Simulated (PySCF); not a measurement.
**C₄H₇NSeSi: electronic excitations**

What electronic excitations should C₄H₇NSeSi (`C[SiH2]c1cc[se]n1`) show?

Programs: PySCF 2.14.0, with density-fitted response routines of our own. Each step states its level of theory. These are calculated values for one molecule in the gas phase, unless marked as measured. Atoms count from 0, in the outputs and in this text.

### Step 1. Starting geometry

14 atoms, charge 0, multiplicity 1; geometry from: GFN2-xTB.

Bonds of the start (Å): C0–Si1 1.89, Si1–C2 1.89, C2–C3 1.42, C3–C4 1.36, C4–Se5 1.84, Se5–N6 1.78, N6–C2 1.31, C0–H7 1.09, C0–H8 1.09, C0–H9 1.09, Si1–H10 1.47, Si1–H11 1.47, C3–H12 1.08, C4–H13 1.07.

### Step 2. Excited states and response: CAM-B3LYP/def2-SVPD

What the job is given:

```
{"job": {"kind": "uv", "xc": "CAM-B3LYP", "basis": "def2-SVPD", "nstates": 8, "ntriplets": 3}, "charge": 0, "multiplicity": 1}
C     -2.369244    -0.184272     0.705930
Si    -1.163860     0.430017    -0.618710
C      0.607174     0.188605     0.002088
C      1.696865    -0.245218    -0.795891
C      2.864281    -0.314376    -0.098233
Se     2.578978     0.194532     1.651308
N      0.860252     0.456399     1.255052
H     -2.304465    -1.261890     0.830775
H     -3.395900     0.058737     0.448536
H     -2.145041     0.270251     1.666341
H     -1.358337     1.856432    -0.908051
H     -1.295097    -0.344634    -1.862963
H      1.592773    -0.490703    -1.838353
H      3.830943    -0.614353    -0.459996
```

With the program's defaults for keys left out, this is: TDDFT CAM-B3LYP/def2-SVPD, vertical, gas phase, core orbitals frozen in the response.

The run is started by

```
$ OMP_NUM_THREADS=1 python probes_run.py task.json out
```

This one command runs all jobs of the session in turn.

What will the session give for the following? lowest singlet (CAM-B3LYP/def2-SVPD); brightest single state of those computed; lowest triplet; surface potential, 1st and 99th percentile. Wanted: lowest singlet; brightest single state of those computed; lowest triplet; surface potential, 1st and 99th percentile.

**Answer**, as computed:

| quantity | value |
| --- | --- |
| lowest singlet (CAM-B3LYP/def2-SVPD) | 4.85 eV (256 nm), f = 0.002 |
| brightest single state of those computed | state 2, 5.11 eV, f = 0.137 |
| lowest triplet | 3.85 eV |
| surface potential, 1st and 99th percentile | -1.38 V and 1.29 V |

What this shows: The first singlet state (HOMO−1→LUMO 0.94) lies at 4.85 eV and is weak; of the 8 states computed, the strongest absorption comes from state 2 at 5.11 eV. The lowest triplet lies 1.00 eV below the lowest singlet (triplets in Tamm-Dancoff, singlets in full TDDFT).
